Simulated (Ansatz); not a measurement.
**ClF2HSi: molecular dynamics**

The plan is to follow the molecule's vibrations and see whether its bonds hold. The start is relaxed first. Runs: 40 steps of 2.5 fs under a Langevin thermostat at 1000 K. SMILES of the start: F[SiH](F)Cl.

Program: Ansatz 0.2.0. Level of theory: RKS B3LYP-D4/def2-SVP. These are calculated values, not measurements.

### 1 Starting point

Bond lengths: Si1–H2 1.460 Å, Si1–F3 1.590 Å, Si1–F4 1.589 Å, Si1–Cl5 2.128 Å. Angles: H2–Si1–F3 109.5°, H2–Si1–F4 109.5°, H2–Si1–Cl5 109.5°, F3–Si1–F4 109.5°, F3–Si1–Cl5 109.5°, F4–Si1–Cl5 109.5°.

Coordinates:

```xyz
5

Si    0.0000    0.0000    0.0000
H     0.0000    0.0000    1.4600
F     1.4994    0.0000   -0.5295
F    -0.7489    1.2974   -0.5295
Cl   -1.0032   -1.7381   -0.7093
```

### 2 Preparing the start

input.yaml

```yaml
crystal:
  periodic: [false, false, false]
  atoms:
    - { symbol: Si, position_ang: [0.0, 0.0, 0.0] }
    - { symbol: H, position_ang: [0.0, 0.0, 1.46] }
    - { symbol: F, position_ang: [1.4994, 0.0, -0.5295] }
    - { symbol: F, position_ang: [-0.7489, 1.2974, -0.5295] }
    - { symbol: Cl, position_ang: [-1.0032, -1.7381, -0.7093] }
basis:
  gaussian: { orbitals: def2-SVP }
hamiltonian:
  xc: b3lyp
  dispersion: d4
relax:
  f_tol: 0.02
  max_steps: 40
```

Started as:

```console
$ ansatz run input.yaml --threads 1 --pin off --max-ram 2048MiB --backend cpu --events-out ev --progress --plain --runs-dir out
```

After this run come: The run.

What does the calculation give? Wanted: relaxation of the start; temperature, first and last step; temperature, second half; potential energy, second half; bonds formed or broken.

**Answer**, as computed:

| quantity | value |
| --- | --- |
| relaxation of the start | 5 moves, 0.085 eV lower |
| length | 40 steps of 2.5 fs |
| temperature, first and last step | 800 and 838 K |
| temperature, second half | mean 633 K, from 416 to 976 K |
| potential energy, second half | +58 meV/atom from the start |
| bonds formed or broken | 0 |

In words: Against a set 1000 K the second half averages 633 K with a spread of 156 K; 58 meV/atom has gone into potential energy, and a thermostat that acts over some 200 fs has not made it up in 100 fs. A step of 2.5 fs is long for atoms as light as 1 u, and this run prints no conserved energy by which to check it. No bond forms or breaks. Averages from a run of 100 fs with 5 atoms are rough. The nuclei move classically, without zero-point motion, which matters most for hydrogen.
